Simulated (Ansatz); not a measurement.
**F− with H2: superposition error and deformation**

An exercise on one series of results from a longer session: the logs are not shown, and one member is left open.

Computed with Ansatz 0.2.0, Gaussian basis. Level: PBE0-D4 structures, single points in def2-TZVPPD.

Levels: PBE-D4, revPBE-D4, BLYP-D4, r2SCAN-D4, B97M-V, PBE0-D4, B3LYP-D4, HSE06-D4, wB97X-V, wB97M-V, B2PLYP, Hartree-Fock, MP2, CCSD, CCSD(T).

Cores are frozen in the correlated methods. B3LYP uses VWN-RPA correlation. B2PLYP carries no dispersion term here.

129 further runs of the same task are left out: 129 set aside as unsound or not needed.

### Where the work starts

The relaxed pair: 3 atoms, charge -1, spin multiplicity 1.

Atoms are counted from 1 here; the program's logs count them from 0.

Bond lengths: H2–H3 0.813 Å.

Geometry (Å):

```xyz
3
charge -1, multiplicity 1
F    -0.06256    0.03739   -1.34218
H     0.05023   -0.03003    1.07703
H     0.01233   -0.00737    0.26525
```

Atoms 1 to 1 are fragment A (F−), the rest fragment B (H2). From earlier runs, pair energy (eV) and counterpoise interaction (kJ/mol):

```tsv
method	E(pair)	interaction
PBE-D4	-2747.95736	-42.33
revPBE-D4	-2749.86234	-36.58
BLYP-D4	-2750.50381	-36.64
r2SCAN-D4	-2749.29629	-41.99
B97M-V	-2749.43796	-44.31
PBE0-D4	-2747.75186	-41.31
B3LYP-D4	-2750.87415	-37.87
HSE06-D4	-2747.62133	-41.46
wB97X-V	-2749.50332	-34.90
wB97M-V	-2749.49421	-35.87
B2PLYP	-2749.05898	-33.57
CCSD(T)	-2746.41245	-29.52
```

First each fragment is run alone in its own basis, frozen in the shape it has in the pair (a, b).

Set-up of the first run:

Contents of a/in.yaml:

```yaml
crystal:
  periodic: [false, false, false]
  atoms:
    - {symbol: F, position_ang: [-0.062557, 0.037394, -1.342176]}
basis:
  gaussian: {orbitals: "def2-TZVPPD.json"}
total_charge: -1
hamiltonian: {xc: {name: wB97X-V}}
```

Contents of b/in.yaml:

```yaml
crystal:
  periodic: [false, false, false]
  atoms:
    - {symbol: H, position_ang: [0.050230, -0.030026, 1.077030]}
    - {symbol: H, position_ang: [0.012327, -0.007369, 0.265246]}
basis:
  gaussian: {orbitals: "def2-TZVPPD.json"}
hamiltonian: {xc: {name: wB97X-V}}
```

The basis file named in the input lies beside it (Basis Set Exchange, JSON).

Each run has its own folder and the same command.

The run is started by

```
ansatz run in.yaml --threads 2 --pin off --events-out ev --progress --plain --max-ram 5222MiB
```

Steps of the session up to this table: wB97X-V/def2-TZVPPD; wB97M-V/def2-TZVPPD; B2PLYP/def2-TZVPPD; B97M-V/def2-TZVPPD; CCSD(T)/def2-TZVPPD; Relaxing H2 alone; PBE-D4/def2-TZVPPD; r2SCAN-D4/def2-TZVPPD; PBE0-D4/def2-TZVPPD; B3LYP-D4/def2-TZVPPD; BLYP-D4/def2-TZVPPD; revPBE-D4/def2-TZVPPD; HSE06-D4/def2-TZVPPD.

One table of the session follows, with a row left open; its other results are not shown here.

```
      method  interaction with counterpoise (kJ/mol)
      PBE-D4                                  -42.33
   revPBE-D4                                  -36.58
     BLYP-D4                                  -36.64
   r2SCAN-D4                                  -41.99
      B97M-V                                  -44.31
     PBE0-D4                                  -41.31
    B3LYP-D4                                  -37.87
    HSE06-D4                                  -41.46
     wB97X-V                                  -34.90
     wB97M-V                                  -35.87
      B2PLYP                                  -33.57
Hartree-Fock                                       ?
         MP2                                  -29.04
        CCSD                                  -28.32
     CCSD(T)                                  -29.52
```

Q: Estimate the row for Hartree-Fock from the others.

The run gave: interaction with counterpoise (kJ/mol): -24.18. In the column «interaction with counterpoise (kJ/mol)» it is the highest.
